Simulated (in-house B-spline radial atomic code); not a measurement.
**Cd⁴¹⁺: excited configurations in jj coupling**

Wanted: excitation energies of Cd⁴¹⁺ as differences of total energies (ΔSCF).

Method: Dirac-Hartree-Fock, average of configuration, Fermi nucleus, basis-set limit. Code: in-house B-spline radial atomic code version 1.

## 1. What is computed

* element: cadmium (Z = 48)
* charge: +41
* electrons: 7
* configuration: 1s2 2s2 2p-2 2p+1
* Hamiltonian: Dirac-Coulomb
* nucleus: Fermi, rms radius 4.609 fm

In configurations, a minus sign after the shell means j = l − 1/2 and a plus sign j = l + 1/2; the count of electrons follows.

Settings, as recorded:

```ini
Z = 48
electrons = 7.0
configuration = 1s2 2s2 2p-2 2p+1
hamiltonian = dirac
method = hf
spin_polarised = False
nucleus = fermi
rms_radius = 4.6087
mass_number = 114
atomic_mass = 113.903364998
speed_of_light = 137.035999084
```

From the earlier run of the reference: total energy -3652.837258 hartree. Levels, eight at most:

| orbital | occupation | energy (eV) | <r> (bohr) |
| --- | --- | --- | --- |
| 1s1/2 | 2 | -30087.3 | 0.03029 |
| 2s1/2 | 2 | -6846.11 | 0.1259 |
| 2p1/2 | 2 | -6672.69 | 0.1059 |
| 2p3/2 | 1 | -6468.19 | 0.1104 |

## 2. Configuration 1s2 2s2 2p-2 5s1

Settings, as recorded:

```ini
Z = 48
electrons = 7.0
configuration = 1s2 2s2 2p-2 5s1
hamiltonian = dirac
method = hf
spin_polarised = False
nucleus = fermi
rms_radius = 4.6087
mass_number = 114
atomic_mass = 113.903364998
speed_of_light = 137.035999084
```

## 3. 1s2 2s1 2p+3 6g+1

The settings differ from step 2 so:

```diff
@@ -2,3 +2,3 @@
 electrons = 7.0
-configuration = 1s2 2s2 2p-2 5s1
+configuration = 1s2 2s1 2p+3 6g+1
 hamiltonian = dirac
```

## 4. Configuration 1s2 2s1 2p-1 2p+2 3d+1

The settings differ from step 3 so:

```diff
@@ -2,3 +2,3 @@
 electrons = 7.0
-configuration = 1s2 2s1 2p+3 6g+1
+configuration = 1s2 2s1 2p-1 2p+2 3d+1
 hamiltonian = dirac
```

## 5. 1s2 2s1 2p-1 2p+2 6s1

The settings differ from step 4 so:

```diff
@@ -2,3 +2,3 @@
 electrons = 7.0
-configuration = 1s2 2s1 2p-1 2p+2 3d+1
+configuration = 1s2 2s1 2p-1 2p+2 6s1
 hamiltonian = dirac
```

## 6. Configuration 1s2 2s2 2p+2 5f-1

The settings differ from step 5 so:

```diff
@@ -2,3 +2,3 @@
 electrons = 7.0
-configuration = 1s2 2s1 2p-1 2p+2 6s1
+configuration = 1s2 2s2 2p+2 5f-1
 hamiltonian = dirac
```

## 7. Configuration 1s2 2s2 2p+3

The settings differ from step 6 so:

```diff
@@ -2,3 +2,3 @@
 electrons = 7.0
-configuration = 1s2 2s2 2p+2 5f-1
+configuration = 1s2 2s2 2p+3
 hamiltonian = dirac
```

## 8. Run with 1s2 2s2 2p-1 2p+2

The settings differ from step 7 so:

```diff
@@ -2,3 +2,3 @@
 electrons = 7.0
-configuration = 1s2 2s2 2p+3
+configuration = 1s2 2s2 2p-1 2p+2
 hamiltonian = dirac
```

How far above the reference does each configuration lie (order and size, in eV)?

As calculated:

| net move | configuration | energy above the reference (eV) | with Breit, QED, recoil (eV) | largest <r> (bohr) |
| --- | --- | --- | --- | --- |
| 2p1/2 → 2p3/2 | 1s2 2s2 2p-1 2p+2 | 203.22 | 199.02 | 0.126 |
| 2×2p1/2 → 2×2p3/2 | 1s2 2s2 2p+3 | 421.00 | 414.62 | 0.126 |
| 2p1/2, 2s → 2p3/2, 3d5/2 | 1s2 2s1 2p-1 2p+2 3d+1 | 4343.24 | 4330.42 | 0.244 |
| 2p3/2 → 5s | 1s2 2s2 2p-2 5s1 | 5454.63 | 5451.11 | 0.847 |
| 2×2p1/2 → 2p3/2, 5f5/2 | 1s2 2s2 2p+2 5f-1 | 5925.29 | 5913.38 | 0.745 |
| 2p1/2, 2s → 2p3/2, 6s | 1s2 2s1 2p-1 2p+2 6s1 | 6355.24 | 6342.35 | 1.23 |
| 2×2p1/2, 2s → 2×2p3/2, 6g9/2 | 1s2 2s1 2p+3 6g+1 | 6605.73 | 6590.19 | 1.05 |

At the bottom stands 2p1/2 → 2p3/2 (203.22 eV), at the top 2×2p1/2, 2s → 2×2p3/2, 6g9/2 (6605.73 eV). Koopmans' estimate of the ionisation threshold is 6468.19 eV; 1 configuration exceeds it by over 2 % and could autoionise. Two partly filled shells share a symmetry and can mix in the average, which may lower the energy, for: 2p1/2, 2s → 2p3/2, 6s. These are averages over configurations, without correlation, not spectroscopic levels.
